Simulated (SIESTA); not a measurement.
Crystal: HfIn4SiO6.

```
Hf In Si O
1.0
     5.27743    0.00000    0.00000
    -2.63872    4.57039    0.00000
     0.00000    0.00000   10.55905
Hf In Si O
1 4 1 6
Direct
  0.66667 0.33333 0.00000
  0.00000 0.00000 0.30446
  0.00000 0.00000 0.69554
  0.33333 0.66667 0.78919
  0.33333 0.66667 0.21081
  0.00000 0.00000 0.00000
  0.97300 0.70496 0.89972
  0.29504 0.02700 0.10028
  0.29504 0.26804 0.89972
  0.73196 0.70496 0.10028
  0.73196 0.02700 0.89972
  0.97300 0.26804 0.10028
```

The cell was built by a generator and needn't be a form met in nature.

Base run:

| Item | Value |
| --- | --- |
| Program | SIESTA 5.4.2 |
| Functional | PBE |
| Potentials or basis | PseudoDojo 0.4 standard (PBE files) |
| Basis | DZP (energy shift 0.003 Ry; two zetas on semicore shells) |
| Grid cutoff | 800 Ry |
| Energy shift | 0.003 Ry |
| k mesh | 6 × 6 × 3 |
| Occupations | fermi-dirac, width 0.05 eV |
| Spin | no spin polarisation |

Its results: band gap on the k mesh none (metal or under the smearing width); pressure 1.2 GPa; largest force 0.176 eV/Å.

**Question.** The run is repeated on the same cell with these changes: basis from DZP (energy shift 0.003 Ry; two zetas on semicore shells) to DZ (energy shift 0.003 Ry; two zetas on semicore shells). What comes out?

**Answer.** Band gap on the k mesh none (metal or under the smearing width); pressure 3.8 GPa; largest force 1.211 eV/Å.

Caveats: short orbitals over semicore shells can move pressures by several GPa; spin-orbit coupling is left out, which moves the levels of the heavy elements; the basis of atomic orbitals isn't converged, which shifts pressures, moduli and gaps; the basis has no polarisation orbitals (some runs); forces of over 1 eV/Å show positions far from the minimum, so gaps and moduli don't describe the material at rest (some runs).
